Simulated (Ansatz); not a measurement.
**C4H12Sn: how energies converge with the basis set**

One table from this session's results is given with a row withheld; the runs are named, their logs left out.

Program: Ansatz 0.2.0, Gaussian basis. Level of theory: one geometry, several basis sets. These are calculated values, not measurements.

Levels to be run: PBE0-D4/def2-SVP; ωB97M-V/def2-SVP; PBE0-D4/def2-QZVPP; ωB97M-V/def2-QZVPP; the functionals' def2-TZVPP values are taken from earlier runs.

### Structure used throughout

An earlier PBE0-D4 in a triple-zeta def2 set relaxation fixed the geometry. Sn takes the def2 core potential; no spin-orbit term is included.

SMILES `C[C](C)(C)[SnH3]`, 17 atoms, charge 0, spin multiplicity 1.

Atoms are counted from 1 here; the program's logs count them from 0.

Bond lengths: C1–C2 1.523 Å, C1–H6 1.094 Å, C1–H7 1.098 Å, C1–H8 1.094 Å, C2–C3 1.523 Å, C2–C4 1.523 Å, C2–Sn5 2.175 Å, C3–H9 1.094 Å, C3–H10 1.098 Å, C3–H11 1.094 Å, C4–H12 1.094 Å, C4–H13 1.098 Å, C4–H14 1.094 Å, Sn5–H15 1.713 Å, Sn5–H16 1.713 Å, Sn5–H17 1.713 Å. Angles: C2–C1–H6 112.0°, C2–C1–H7 109.9°, C2–C1–H8 112.1°, H6–C1–H7 107.3°, H6–C1–H8 108.0°, H7–C1–H8 107.3°, C1–C2–C3 110.1°, C1–C2–C4 110.1°, C1–C2–Sn5 108.8°, C3–C2–C4 110.1°, C3–C2–Sn5 108.8°, C4–C2–Sn5 108.9°, C2–C3–H9 112.0°, C2–C3–H10 109.9°, C2–C3–H11 112.1°, H9–C3–H10 107.3°, H9–C3–H11 108.0°, H10–C3–H11 107.3° and more.

The first run:

in.yaml

```yaml
crystal:
  periodic: [false, false, false]
  atoms:
    - {symbol: C, position_ang: [0.680663, 1.112257, -0.915847]}
    - {symbol: C, position_ang: [0.064380, -0.062297, -0.167865]}
    - {symbol: C, position_ang: [1.115151, -1.137717, 0.073176]}
    - {symbol: C, position_ang: [-1.098658, -0.637358, -0.965061]}
    - {symbol: Sn, position_ang: [-0.676845, 0.639136, 1.753222]}
    - {symbol: H, position_ang: [1.521421, 1.550405, -0.370730]}
    - {symbol: H, position_ang: [1.061659, 0.777646, -1.890204]}
    - {symbol: H, position_ang: [-0.047765, 1.905436, -1.106373]}
    - {symbol: H, position_ang: [0.706045, -1.998592, 0.609383]}
    - {symbol: H, position_ang: [1.502601, -1.504676, -0.886890]}
    - {symbol: H, position_ang: [1.967267, -0.758585, 0.644309]}
    - {symbol: H, position_ang: [-1.566079, -1.484959, -0.456020]}
    - {symbol: H, position_ang: [-0.742984, -0.997448, -1.939913]}
    - {symbol: H, position_ang: [-1.873849, 0.109743, -1.157221]}
    - {symbol: H, position_ang: [-1.873884, 1.840868, 1.516830]}
    - {symbol: H, position_ang: [-1.363941, -0.662154, 2.629250]}
    - {symbol: H, position_ang: [0.605718, 1.307796, 2.670255]}
basis:
  gaussian: {orbitals: def2-SVP}
hamiltonian: {xc: pbe0, dispersion: d4}
output: {orbitals: {seedname: orbitals}}
```

Started as:

```console
ansatz run in.yaml --threads 4 --pin off --events-out ev --progress --plain --max-ram 11315MiB
```

Steps of the session up to this table: PBE0-D4 in def2-SVP; ωB97M-V in def2-SVP; PBE0-D4 in def2-QZVPP; ωB97M-V in def2-QZVPP.

One table of the session follows, with a row left open; its other results are not shown here.

It belongs to the step «Functionals by basis». 

```
functional       basis  HOMO (eV)  LUMO (eV)
   PBE0-D4    def2-SVP      -7.22       0.68
   PBE0-D4  def2-TZVPP      -7.24       0.34
   PBE0-D4  def2-QZVPP      -7.25       0.20
   ωB97M-V    def2-SVP          ?          ?
   ωB97M-V  def2-TZVPP      -9.35       1.72
   ωB97M-V  def2-QZVPP      -9.35       1.35
```

**Question.** Estimate the row for ωB97M-V, def2-SVP.

The run gave: HOMO (eV): -9.31; LUMO (eV): 2.35. In the column «HOMO (eV)» it lies between ωB97M-V, def2-QZVPP (-9.35) and PBE0-D4, def2-QZVPP (-7.25).
